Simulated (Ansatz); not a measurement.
# SiHCl2F (SMILES F[SiH](Cl)Cl) at wB97X/def2-SVPD

What is the electronic atomisation energy of SiHCl2F at wB97X/def2-SVPD? 

The results are computed with Ansatz 0.2.0.

62 further runs of the same task are left out: 62 set aside as unsound or not needed.

## Step 1: The structure to begin with

SiHCl2F: 5 atoms, total charge 0, spin state singlet. SMILES: `F[SiH](Cl)Cl`. The coordinates come from a PBE0-D4/def2-TZVP relaxation.

Bond lengths: F1–Si2 1.581 Å, Si2–Cl3 2.024 Å, Si2–Cl4 2.024 Å, Si2–H5 1.467 Å. Angles: F1–Si2–Cl3 108.4°, F1–Si2–Cl4 108.4°, Cl3–Si2–Cl4 110.2°, F1–Si2–H5 109.1°, Cl3–Si2–H5 110.4°, Cl4–Si2–H5 110.4°.

## Step 2: A single-point energy at wB97X/def2-SVPD

The input, job.yaml:

```yaml
crystal:
  periodic: [false, false, false]
  atoms:
    - symbol: F
      position_ang: [0.035500, -0.682700, 1.466900]
    - symbol: Si
      position_ang: [0.115700, -0.048400, 0.020800]
    - symbol: Cl
      position_ang: [-0.511900, 1.872300, 0.131500]
    - symbol: Cl
      position_ang: [-1.092800, -1.108700, -1.208300]
    - symbol: H
      position_ang: [1.503300, -0.106100, -0.452400]
basis:
  gaussian: {orbitals: def2-SVPD}
hamiltonian: {xc: {name: wB97X}}
accuracy: high
output: {orbitals: {seedname: orbitals}}
```

On the command line:

```bash
$ ansatz run job.yaml --threads 1 --pin off --max-ram 3480MiB --events-out events.jsonl --progress --plain --runs-dir runs
```

What it wrote:

```text
Warning: RAYON_NUM_THREADS=1 ignored (pool sized by the plan → 1); use --threads N
Functional definition: wB97X
  name "wB97X"
  parameter omega = 0.3/bohr
  parameter cx = 0.157706
  parameter cx1 = 0.726479
  parameter cx2 = 1.04760
  parameter cx3 = -5.70635
  parameter cx4 = 13.2794
  parameter css1 = -4.33879
  parameter css2 = 18.2308
  parameter css3 = -31.7430
  parameter css4 = 17.2901
  parameter cos1 = 2.37031
  parameter cos2 = -11.3995
  parameter cos3 = 6.58405
  parameter cos4 = -3.78132
  exchange = spin_sum(e_x_unif_sr(omega)*poly(b97_u_x, 1 - cx, cx1, cx2, cx3, cx4)) + cx*exact_x_sr(omega)
      + exact_x_lr(omega)
  correlation = spin_sum(e_c_pw_same_spin*poly(b97_u_same, 1, css1, css2, css3, css4))
      + integral(e_c_pw_opposite_spin*poly(b97_u_opposite, 1, cos1, cos2, cos3, cos4))
2049 factors; integrals over basis functions are off by at most 3.2e-9 eV
499 factors; integrals over basis functions are off by at most 1.7e-9 eV
mean field evaluation 1: about -35645.5687 eV, gradient 3.4e1 eV
mean field evaluation 2: about -35645.6125 eV, gradient 3.7e1 eV
mean field evaluation 4: about -35647.6929 eV, gradient 1.0e0 eV
mean field evaluation 8: about -35647.7801 eV, gradient 5.5e-2 eV
mean field evaluation 16: about -35647.7802 eV, gradient 5.0e-6 eV
mean field -35647.78017039 eV, -1310.0317583286 hartree, gradient 2.5e-8 eV, S^2 0.000000; 0 other end points of the search recorded, 0 dependent functions left out
reference -35647.78016708 eV, -1310.0317582069 hartree; 29, 29 occupied and 80, 80 virtual orbitals, 2049 factors
Total energy: -35647.78016708 eV, -1310.0317582069 hartree
```

Wall time 11 s (1 thread of AMD EPYC 9R45 (Zen 5), shared host); peak memory 0.64 GiB.

## Step 3: The Cl atom at the same level

The input, job.yaml:

```yaml
crystal:
  periodic: [false, false, false]
  atoms:
    - {symbol: Cl, position_ang: [0.000000, 0.000000, 0.000000]}
basis:
  gaussian: {orbitals: def2-SVPD}
magnetization: {spin_polarized: true, initial_magnetization: 1}
hamiltonian: {xc: {name: wB97X}}
accuracy: high
```

On the command line:

```bash
$ ansatz run job.yaml --threads 1 --pin off --max-ram 3480MiB --events-out events.jsonl --progress --plain --runs-dir runs
```

What it wrote, shortened:

```text
Warning: RAYON_NUM_THREADS=1 ignored (pool sized by the plan → 1); use --threads N
[... 2 set-up lines as earlier in the session ...]
[...]
      + exact_x_lr(omega)
[...]
      + integral(e_c_pw_opposite_spin*poly(b97_u_opposite, 1, cos1, cos2, cos3, cos4))
222 factors; integrals over basis functions are off by at most 2.5e-9 eV
105 factors; integrals over basis functions are off by at most 2.0e-9 eV
[...]
mean field -12517.18506634 eV, -459.9980667351 hartree, gradient 8.0e-8 eV, S^2 0.752615; 0 other end points of the search recorded, 0 dependent functions left out
reference -12517.18506428 eV, -459.9980666596 hartree; 9, 8 occupied and 18, 19 virtual orbitals, 222 factors
Total energy: -12517.18506428 eV, -459.9980666596 hartree
```

Wall time 1.6 s (1 thread of AMD EPYC 9R45 (Zen 5), shared host); peak memory 0.21 GiB.

## Step 4: The F atom at the same level

The input, input.yaml:

```yaml
crystal:
  periodic: [false, false, false]
  atoms:
    - symbol: F
      position_ang: [0.000000, 0.000000, 0.000000]
basis:
  gaussian:
    orbitals: def2-SVPD
accuracy: high
hamiltonian:
  xc: {name: wB97X}
total_charge: 0
magnetization:
  spin_polarized: true
  initial_magnetization: 1
```

Run the same way, it converges to -99.62957 Eh (log not shown).

## Step 5: The H atom

The input, input.yaml:

```yaml
crystal:
  periodic: [false, false, false]
  atoms:
    - {symbol: H, position_ang: [0.000000, 0.000000, 0.000000]}
basis:
  gaussian:
    orbitals: def2-SVPD
magnetization:
  spin_polarized: true
  initial_magnetization: 1
hamiltonian:
  xc: {name: wB97X}
accuracy: high
```

Run the same way, it converges to -0.50060 Eh (log not shown).

## Step 6: The Si atom at the same level

The input, in.yaml:

```yaml
crystal:
  periodic: [false, false, false]
  atoms:
    - symbol: Si
      position_ang: [0.000000, 0.000000, 0.000000]
basis:
  gaussian:
    orbitals: def2-SVPD
magnetization:
  spin_polarized: true
  initial_magnetization: 2
hamiltonian:
  xc: {name: wB97X}
accuracy: high
```

Run the same way, it converges to -289.26259 Eh (log not shown).

## Step 7: What came out

At wB97X/def2-SVPD:

| quantity | value |
| --- | --- |
| molecule: total energy | -1310.03176 Eh |
| molecule: HOMO energy | -12.19 eV |
| molecule: LUMO energy | 2.05 eV |
| molecule: HOMO–LUMO gap | 14.23 eV |
| Cl atom: total energy | -459.99807 Eh |
| Cl atom: ⟨S²⟩ | 0.753 |
| F atom: total energy | -99.62957 Eh |
| F atom: ⟨S²⟩ | 0.752 |
| H atom: total energy | -0.50060 Eh |
| H atom: ⟨S²⟩ | 0.750 |
| Si atom: total energy | -289.26259 Eh |
| Si atom: ⟨S²⟩ | 2.005 |
| electronic atomisation energy | 17.493 eV |

In words: Taking the molecule apart into free atoms costs 17.49 eV (403 kcal/mol), before zero-point energy and without spin-orbit coupling.
